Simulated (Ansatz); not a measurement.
# C₂H₅ClFNSi: up Jacob's ladder to CCSD(T)

Aim: compute C₂H₅ClFNSi with functionals from several rungs and with coupled cluster, and see how far each lands from CCSD(T) at the basis-set limit for the atomisation energy.

Method: functionals in def2-TZVPP, the program's frozen cores in correlated methods; program: Ansatz 0.2.0, Gaussian basis.

The runs, in order: PBE-D4, r2SCAN-D4, PBE0-D4, B3LYP-D4, ωB97X-V, ωB97M-V, B2PLYP; CCSD(T)/def2-TZVPP; MP2/def2-QZVPP; extrapolation to the limit.

## 1. The geometry

All runs share one geometry, relaxed beforehand with PBE0-D4 in a triple-zeta def2 set.

SMILES `C=N[SiH](F)CCl`, 11 atoms, charge 0, spin multiplicity 1.

Atoms are counted from 1 here; the program's logs count them from 0.

Bond lengths: C1–N2 1.258 Å, C1–H7 1.099 Å, C1–H8 1.096 Å, N2–Si3 1.720 Å, Si3–F4 1.601 Å, Si3–C5 1.868 Å, Si3–H9 1.476 Å, C5–Cl6 1.784 Å, C5–H10 1.090 Å, C5–H11 1.091 Å. Angles: N2–C1–H7 124.0°, N2–C1–H8 120.3°, H7–C1–H8 115.7°, C1–N2–Si3 128.3°, N2–Si3–F4 112.4°, N2–Si3–C5 107.0°, N2–Si3–H9 108.9°, F4–Si3–C5 108.4°, F4–Si3–H9 108.2°, C5–Si3–H9 112.0°, Si3–C5–Cl6 109.6°, Si3–C5–H10 111.1°, Si3–C5–H11 111.7°, Cl6–C5–H10 108.0°, Cl6–C5–H11 107.9°, H10–C5–H11 108.4°.

## 2. PBE-D4 (GGA)

Contents of in.yaml:

```yaml
crystal:
  periodic: [false, false, false]
  atoms:
    - {symbol: C, position_ang: [0.419624, -1.915144, -1.146034]}
    - {symbol: N, position_ang: [0.666958, -0.705848, -0.905050]}
    - {symbol: Si, position_ang: [0.458241, 0.150837, 0.571736]}
    - {symbol: F, position_ang: [-0.164458, -0.766909, 1.726056]}
    - {symbol: C, position_ang: [-0.729480, 1.551567, 0.228409]}
    - {symbol: Cl, position_ang: [-0.885177, 2.572838, 1.683196]}
    - {symbol: H, position_ang: [0.025820, -2.622538, -0.402450]}
    - {symbol: H, position_ang: [0.595926, -2.326160, -2.146831]}
    - {symbol: H, position_ang: [1.772411, 0.640542, 1.030311]}
    - {symbol: H, position_ang: [-0.371021, 2.179635, -0.587633]}
    - {symbol: H, position_ang: [-1.723442, 1.184280, -0.031211]}
basis:
  gaussian: {orbitals: def2-TZVPP}
hamiltonian: {xc: pbe, dispersion: d4}
output: {forces: true, orbitals: {seedname: orbitals}}
```

Run with:

```console
$ ansatz run in.yaml --threads 4 --pin off --events-out ev --progress --plain --max-ram 10444MiB
```

After this run come: r2SCAN-D4 (meta-GGA); PBE0-D4 (hybrid); B3LYP-D4 (hybrid); ωB97X-V (range-separated); ωB97M-V (range-separated); B2PLYP (double hybrid); CCSD(T) in def2-TZVPP; MP2 in def2-QZVPP.

**Question.** What will the summary of the whole plan be? Wanted: atomisation energy, CCSD(T)/CBS; farthest; mean size of error, hybrid; mean size of error, range-separated; gap, smallest and largest; T1 diagnostic; triples share of the correlation energy.

**Answer**, as computed:

| quantity | value |
| --- | --- |
| atomisation energy, CCSD(T)/CBS | 4186.0 kJ/mol |
| functionals within 20.9 kJ/mol (0.5 %) | r2SCAN-D4, PBE0-D4, B3LYP-D4, ωB97X-V, ωB97M-V |
| farthest | PBE-D4 (+93.8 kJ/mol) |
| mean size of error, hybrid | 2.8 kJ/mol |
| mean size of error, range-separated | 15.8 kJ/mol |
| gap, smallest and largest | 3.67 eV (PBE-D4), 10.99 eV (ωB97X-V) |
| T1 diagnostic | 0.0119 |
| triples share of the correlation energy | 3.9 % |

In words: PBE-D4 is off by +93.8 kJ/mol. Double hybrids carry the basis error of their MP2 part in triple zeta, and no dispersion term here, so their miss is partly the set-up's. Misses under about 20.9 kJ/mol are within the doubt on the reference itself, which lacks core-valence correlation, relativity and higher excitations. Hartree-Fock recovers 72 % of the binding; the rest is correlation. Orbital gaps span 3.7 to 11.0 eV; exact exchange widens them.
